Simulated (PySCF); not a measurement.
# C10H18O2: NMR shifts at several levels of theory, part 2 of 2

PySCF 2.14.0. Atoms count from 0. Earlier steps stand in the parts before.

## Step 6: Shielding tensors: KT2/pcSseg-1

The job: settings as JSON, then the geometry in Å.

```
{"job": {"kind": "nmr", "xc": "KT2", "basis": "pcSseg-1", "pop": false}, "charge": 0, "multiplicity": 1}
C      3.660022     0.818718     0.318869
C      2.367017     1.148730     0.418726
C      1.933402     2.451791     1.023918
C      1.288712     0.215288    -0.082659
C      0.475214     0.816870    -1.233175
C     -0.541738    -0.184610    -1.756821
C     -1.493784    -0.680201    -0.666767
C     -2.459607    -1.723443    -1.206582
O     -2.222842     0.411983    -0.109446
C     -0.708238    -1.235685     0.535403
O     -1.592754    -1.591423     1.563404
C      0.338436    -0.240526     1.027279
H      3.971045    -0.133474    -0.121046
H      4.450307     1.486330     0.674354
H      2.797364     3.056383     1.332376
H      1.296904     2.290920     1.909245
H      1.337368     3.047214     0.313223
H      1.799614    -0.682996    -0.475683
H      1.149424     1.139005    -2.042459
H     -0.060709     1.711840    -0.877719
H     -0.022002    -1.056321    -2.191270
H     -1.139316     0.255997    -2.574423
H     -1.917881    -2.576027    -1.642370
H     -3.097564    -2.099029    -0.395195
H     -3.095366    -1.292469    -1.998216
H     -2.884581     0.692809    -0.749843
H     -0.204893    -2.163159     0.210565
H     -2.181954    -0.828950     1.654907
H      0.897678    -0.700768     1.856391
H     -0.199140     0.629773     1.439075
```

Level: GIAO KT2/pcSseg-1 NMR shielding, non-relativistic, gas phase.

The program printed:

```text
coarse grid: 24192 points
cycle   1  E = -551.0153441120  dE =  1.280e+00  |g| = 1.128e+00  |ddm| = 4.935e+00
cycle   2  E = -550.5139372648  dE =  5.014e-01  |g| = 1.920e+00  |ddm| = 3.469e+00
cycle   3  E = -551.2723842694  dE = -7.584e-01  |g| = 2.365e-01  |ddm| = 2.695e+00
cycle   4  E = -551.2837576818  dE = -1.137e-02  |g| = 8.417e-02  |ddm| = 3.331e-01
cycle   5  E = -551.2852438942  dE = -1.486e-03  |g| = 3.220e-02  |ddm| = 1.003e-01
cycle   6  E = -551.2854511417  dE = -2.072e-04  |g| = 1.524e-02  |ddm| = 4.325e-02
cycle   7  E = -551.2855110240  dE = -5.988e-05  |g| = 3.775e-03  |ddm| = 1.834e-02
cycle   8  E = -551.2855140954  dE = -3.071e-06  |g| = 1.072e-03  |ddm| = 4.787e-03
final grid: 231192 points
cycle   9  E = -551.3682145779  dE = -4.860e-04  |g| = 1.926e-02  |ddm| = 1.022e-01
cycle  10  E = -551.3680702848  dE =  1.443e-04  |g| = 3.019e-02  |ddm| = 5.040e-02
cycle  11  E = -551.3682935631  dE = -2.233e-04  |g| = 5.892e-03  |ddm| = 3.696e-02
cycle  12  E = -551.3683024882  dE = -8.925e-06  |g| = 1.314e-03  |ddm| = 6.690e-03
cycle  13  E = -551.3683028696  dE = -3.814e-07  |g| = 5.052e-04  |ddm| = 1.741e-03
cycle  14  E = -551.3683029311  dE = -6.152e-08  |g| = 1.155e-04  |ddm| = 6.333e-04
cycle  15  E = -551.3683029338  dE = -2.628e-09  |g| = 3.853e-05  |ddm| = 1.471e-04
cycle  16  E = -551.3683029340  dE = -2.710e-10  |g| = 8.828e-06  |ddm| = 4.468e-05
converged SCF energy = -551.3683029340

GIAO shielding tensors (ppm)
atom      isotropic    diamagn.    paramagn.     s11        s22        s33       span
  0 C       75.728     250.082    -174.353    -11.158    107.524    130.820    141.978
  1 C       33.893     259.395    -225.502    -78.218     28.831    151.067    229.285
  2 C      164.076     247.194     -83.118    153.642    155.379    183.208     29.566
  3 C      131.551     251.819    -120.267    116.357    125.419    152.878     36.521
  4 C      153.226     249.762     -96.536    140.483    150.147    169.048     28.565
  5 C      140.764     250.136    -109.372    129.620    133.547    159.125     29.505
  6 C      111.730     249.115    -137.385     90.738    103.918    140.534     49.796
  7 C      154.060     246.493     -92.433    127.980    147.428    186.773     58.794
  8 O      256.912     391.389    -134.477    204.746    258.543    307.446    102.699
  9 C      107.239     247.150    -139.911     89.173    102.492    130.052     40.879
 10 O      276.792     391.451    -114.659    240.540    281.751    308.084     67.545
 11 C      143.178     249.489    -106.311    125.465    138.661    165.408     39.943
 12 H       26.261      32.315      -6.054     23.210     24.575     30.997      7.787
 13 H       26.453      27.851      -1.398     23.745     24.603     31.011      7.266
 14 H       29.706      26.734       2.972     25.816     28.039     35.264      9.449
 15 H       29.260      29.755      -0.494     24.201     29.965     33.615      9.414
 16 H       29.342      29.560      -0.218     24.375     30.037     33.614      9.239
 17 H       29.325      36.953      -7.628     26.055     28.309     33.611      7.556
 18 H       30.064      32.024      -1.960     24.929     29.295     35.967     11.038
 19 H       29.259      33.344      -4.085     25.356     29.470     32.951      7.595
 20 H       29.755      33.604      -3.849     25.583     29.233     34.450      8.868
 21 H       29.677      32.537      -2.859     25.061     29.137     34.833      9.772
 22 H       30.181      29.516       0.665     26.075     27.564     36.905     10.831
 23 H       28.852      29.262      -0.410     23.918     28.512     34.127     10.209
 24 H       30.695      29.623       1.072     27.388     28.549     36.150      8.762
 25 H       31.907      34.745      -2.838     24.126     28.078     43.519     19.393
 26 H       28.105      33.874      -5.769     25.432     28.215     30.668      5.235
 27 H       29.735      34.979      -5.244     20.725     30.082     38.398     17.673
 28 H       29.561      32.688      -3.127     25.024     29.425     34.235      9.211
 29 H       29.553      33.747      -4.194     26.351     29.739     32.569      6.218
```

Wall time 50 s (8 threads of Arm Neoverse V2, shared host).

This run: δ C1 149.3, C0 107.5, C9 76.0, C6 71.5, H12 4.92, H13 4.73 ppm.

## Step 7: Nuclear shieldings: HF/pcSseg-1

Same as in step 6 but for these lines:

```diff
@@ -1,2 +1,2 @@
-{"job": {"kind": "nmr", "xc": "KT2", "basis": "pcSseg-1", "pop": false}, "charge": 0, "multiplicity": 1}
+{"job": {"kind": "nmr", "xc": "HF", "basis": "pcSseg-1", "pop": false}, "charge": 0, "multiplicity": 1}
 C      3.660022     0.818718     0.318869
```

Level: GIAO HF/pcSseg-1 NMR shielding, non-relativistic, gas phase.

The program printed:

```text
final grid: 231192 points
cycle   1  E = -538.5878539041  dE =  2.889e+00  |g| = 8.372e-01  |ddm| = 4.742e+00
cycle   2  E = -538.7456355378  dE = -1.578e-01  |g| = 4.383e-01  |ddm| = 9.488e-01
cycle   3  E = -538.7813172263  dE = -3.568e-02  |g| = 1.104e-01  |ddm| = 4.204e-01
cycle   4  E = -538.7847825743  dE = -3.465e-03  |g| = 1.394e-02  |ddm| = 1.373e-01
cycle   5  E = -538.7848490006  dE = -6.643e-05  |g| = 3.982e-03  |ddm| = 2.541e-02
cycle   6  E = -538.7848544992  dE = -5.499e-06  |g| = 1.522e-03  |ddm| = 7.059e-03
cycle   7  E = -538.7848553235  dE = -8.243e-07  |g| = 4.015e-04  |ddm| = 2.787e-03
cycle   8  E = -538.7848553914  dE = -6.796e-08  |g| = 1.459e-04  |ddm| = 8.319e-04
cycle   9  E = -538.7848553994  dE = -8.003e-09  |g| = 3.119e-05  |ddm| = 2.809e-04
cycle  10  E = -538.7848554000  dE = -5.175e-10  |g| = 1.089e-05  |ddm| = 6.654e-05
converged SCF energy = -538.7848554000

GIAO shielding tensors (ppm)
atom      isotropic    diamagn.    paramagn.     s11        s22        s33       span
  0 C       73.842     251.447    -177.605    -42.625    120.585    143.567    186.192
  1 C       31.588     259.971    -228.383   -112.701     39.269    168.196    280.897
  2 C      173.147     240.947     -67.800    162.375    167.774    189.292     26.917
  3 C      149.934     246.111     -96.177    135.993    144.749    169.059     33.065
  4 C      166.147     245.804     -79.657    153.445    166.149    178.846     25.401
  5 C      154.716     245.699     -90.983    146.628    147.921    169.599     22.971
  6 C      129.542     243.884    -114.342    111.077    121.877    155.671     44.594
  7 C      163.626     242.441     -78.815    141.070    158.240    191.568     50.499
  8 O      288.594     394.178    -105.584    241.695    279.548    344.539    102.844
  9 C      125.933     243.037    -117.104    111.273    120.500    146.027     34.753
 10 O      310.410     393.431     -83.021    273.989    309.845    347.397     73.408
 11 C      156.845     245.394     -88.549    139.171    154.600    176.763     37.593
 12 H       26.658      31.886      -5.228     23.132     24.353     32.489      9.357
 13 H       26.765      29.092      -2.326     23.613     24.441     32.242      8.629
 14 H       29.994      28.177       1.817     25.191     28.204     36.586     11.395
 15 H       29.899      28.313       1.586     24.458     30.552     34.687     10.230
 16 H       29.997      28.359       1.638     24.646     30.644     34.700     10.054
 17 H       30.220      36.082      -5.862     25.864     29.466     35.330      9.466
 18 H       30.829      32.456      -1.627     25.019     29.610     37.859     12.839
 19 H       30.093      32.246      -2.153     25.857     30.101     34.322      8.466
 20 H       30.772      33.160      -2.388     26.190     29.818     36.308     10.119
 21 H       30.523      32.969      -2.446     25.443     29.503     36.624     11.181
 22 H       30.803      29.052       1.751     26.313     28.066     38.031     11.718
 23 H       29.459      28.761       0.698     23.982     28.901     35.493     11.511
 24 H       31.029      29.746       1.283     26.922     28.589     37.575     10.652
 25 H       31.773      34.632      -2.859     22.783     27.046     45.489     22.706
 26 H       29.111      33.241      -4.131     25.915     28.726     32.691      6.776
 27 H       29.750      34.037      -4.287     19.726     29.360     40.163     20.437
 28 H       30.263      32.567      -2.305     24.751     29.927     36.110     11.359
 29 H       30.219      32.435      -2.216     26.325     30.791     33.542      7.217
```

It took 42 s on 8 threads of Arm Neoverse V2, shared host.

This run: δ C1 159.3, C0 117.0, C9 64.9, C6 61.3, H12 5.03, H13 4.92 ppm.

## Step 8: Side by side: NMR shifts

Shifts (ppm) of some atoms, chosen among heavy atoms and hydrogens apart, with basis size and wall time:

```
             run    C9    C6    C3   H26    H25    O8   O10  functions  time
   PBE0/pcSseg-1  74.0  69.8  49.0  2.93  -0.53  67.9  44.6        294  73 s
    PBE/pcSseg-1  77.7  72.8  52.6  3.09  -0.74  78.3  55.7        294  50 s
wB97X-D/pcSseg-1  73.8  70.1  48.0  2.89  -0.44  63.8  40.2        294  93 s
    KT2/pcSseg-1  76.0  71.5  51.7  3.07  -0.73  73.7  53.9        294  50 s
     HF/pcSseg-1  64.9  61.3  40.9  2.58  -0.09  44.7  22.9        294  42 s
```

## Step 9: Summary of results

This closing draws on all 2 parts.

```
                                                              quantity                                                                                    value
                                                           point group                                                                                       C1
                                  rotational constants (main isotopes)                                                                     1.74, 0.57, 0.53 GHz
                                ¹³C shifts against TMS (PBE0/pcSseg-1)                         159.3, 117.3, 74.0, 69.8, 49.0, 41.1, 38.3, 29.0, 28.1, 19.3 ppm
¹H shifts against TMS (PBE0/pcSseg-1, means over atoms taken as alike)  5.10, 4.93, 2.93, 1.78, 1.78, 1.73, 1.57, 1.55, 1.54, 1.37, 1.26, 1.24, 1.00, -0.53 ppm
                                ¹⁷O shifts against H2O (PBE0/pcSseg-1)                                                                           67.9, 44.6 ppm
                                              range of the shift of O8                                                                         44.7 to 78.3 ppm
```

**Reading.** Single values in the summary come from the first sound run of each kind (PBE0/pcSseg-1), which need not be the best level. Relaxing lowered the energy by 0.080 eV in 9 steps; the close pair that moved most is C0–H12, from 1.077 to 1.094 Å. The most deshielded carbon is C1 (fully substituted alkene carbon), at 159.3 ppm: the olefinic region. At PBE0/pcSseg-1: The widest tensor belongs to C1: span 258 ppm, with a paramagnetic part of -234 ppm. Across the 5 runs the shift of O8 moves most, between 44.7 (HF/pcSseg-1) and 78.3 ppm (PBE/pcSseg-1).
